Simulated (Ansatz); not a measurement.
# C₂H₅FSZn: small, medium and large basis sets

An exercise on one series of results from a longer session: the logs are not shown, and one member is left open.

Program: Ansatz 0.2.0, Gaussian basis. Level of theory: one geometry, several basis sets. These are calculated values, not measurements.

Plan: PBE0-D4/def2-SVP; ωB97M-V/def2-SVP; PBE0-D4/def2-QZVPP; ωB97M-V/def2-QZVPP; the functionals' def2-TZVPP values are taken from earlier runs.

**Structure used throughout**

The geometry comes from an earlier relaxation with PBE0-D4 in a triple-zeta def2 set; it is a stationary point, not always the lowest conformer.

SMILES `[CH3][Zn][CH](F)S`, 10 atoms, charge 0, spin multiplicity 1.

Atoms are counted from 1 here; the program's logs count them from 0.

Bond lengths: C1–Zn2 1.934 Å, C1–H6 1.093 Å, C1–H7 1.093 Å, C1–H8 1.092 Å, Zn2–C3 1.971 Å, C3–F4 1.398 Å, C3–S5 1.795 Å, C3–H9 1.095 Å, S5–H10 1.344 Å. Angles: Zn2–C1–H6 110.7°, Zn2–C1–H7 111.0°, Zn2–C1–H8 110.8°, H6–C1–H7 108.0°, H6–C1–H8 108.2°, H7–C1–H8 108.1°, C1–Zn2–C3 177.9°, Zn2–C3–F4 112.3°, Zn2–C3–S5 111.1°, Zn2–C3–H9 112.1°, F4–C3–S5 111.5°, F4–C3–H9 106.5°, S5–C3–H9 102.9°, C3–S5–H10 99.1°.

Set-up of the first run:

File in.yaml:

```yaml
crystal:
  periodic: [false, false, false]
  atoms:
    - {symbol: C, position_ang: [-0.457482, 0.333177, 2.110965]}
    - {symbol: Zn, position_ang: [-0.089223, -0.247168, 0.302733]}
    - {symbol: C, position_ang: [0.310668, -0.772179, -1.554715]}
    - {symbol: F, position_ang: [-0.834291, -1.169319, -2.252182]}
    - {symbol: S, position_ang: [1.186808, 0.533544, -2.419873]}
    - {symbol: H, position_ang: [0.387113, 0.109763, 2.767181]}
    - {symbol: H, position_ang: [-0.638203, 1.410048, 2.146569]}
    - {symbol: H, position_ang: [-1.340349, -0.173207, 2.507839]}
    - {symbol: H, position_ang: [1.011337, -1.612181, -1.604403]}
    - {symbol: H, position_ang: [0.463611, 1.587532, -2.004115]}
basis:
  gaussian: {orbitals: def2-SVP}
hamiltonian: {xc: pbe0, dispersion: d4}
output: {orbitals: {seedname: orbitals}}
```

Steps of the session up to this table: PBE0-D4 in def2-SVP; ωB97M-V in def2-SVP; PBE0-D4 in def2-QZVPP; ωB97M-V in def2-QZVPP.

One table of the session follows, with a row left open; its other results are not shown here.

It belongs to the step «Functionals by basis». 

| functional | basis | HOMO (eV) |
| --- | --- | --- |
| PBE0-D4 | def2-SVP | -6.72 |
| PBE0-D4 | def2-TZVPP | -6.92 |
| PBE0-D4 | def2-QZVPP | ? |
| ωB97M-V | def2-SVP | -8.86 |
| ωB97M-V | def2-TZVPP | -9.09 |
| ωB97M-V | def2-QZVPP | -9.13 |

Q: Estimate the row for PBE0-D4, def2-QZVPP from the others.

As computed: HOMO (eV): -6.96. In the column «HOMO (eV)» it lies between ωB97M-V, def2-SVP (-8.86) and PBE0-D4, def2-TZVPP (-6.92).
